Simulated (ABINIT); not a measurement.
The system is GaGe.

```
Ge Ga
1.0
     0.00000    2.89784    2.89784
     2.89784    0.00000    2.89784
     2.89784    2.89784    0.00000
Ge Ga
1 1
Direct
  0.00000 0.00000 0.00000
  0.25000 0.25000 0.25000
```

The cell comes from a database or a generator and needn't be the stable form of this composition.

| Property | Result |
| --- | --- |
| Program | ABINIT 10.8.3 (patched build) |
| Task | single point |
| Functional | PBEsol |
| Potentials or basis | PseudoDojo NC SR PBEsol v0.4.1 standard |
| Cutoff | 1088 eV |
| k mesh | 8 × 8 × 8 |
| Occupations | fermi-dirac, width 0.05 eV |
| Spin | no spin polarisation |

On this cell: pressure -2.3 GPa; largest force zero by symmetry; band gap on the k mesh none (metal or under the smearing width).

The same run follows on a disturbed copy (atoms moved at random, drawn with an rms of 0.05 Å):

```xyz
2
Lattice="0.0000 2.8978 2.8978 2.8978 0.0000 2.8978 2.8978 2.8978 0.0000" Properties=species:S:1:pos:R:3 pbc="T T T"
Ge    0.0437    0.0525   -0.0507
Ga    1.4805    1.4612    1.4101
```

**Question.** What changes?

**Answer.** The energy (extrapolated to zero smearing) moves by +2.1 meV/atom; pressure -2.3 GPa; largest force 0.201 eV/Å; band gap on the k mesh none (metal or under the smearing width).

Forces in eV/Å, atoms in the order of the input:
```
Ge  -0.049 -0.189  0.047
Ga   0.049  0.189 -0.047
```

Stress tensor (GPa, compression positive):
```
-2.27 -0.27  1.01
-0.27 -2.39  0.28
 1.01  0.28 -2.27
```
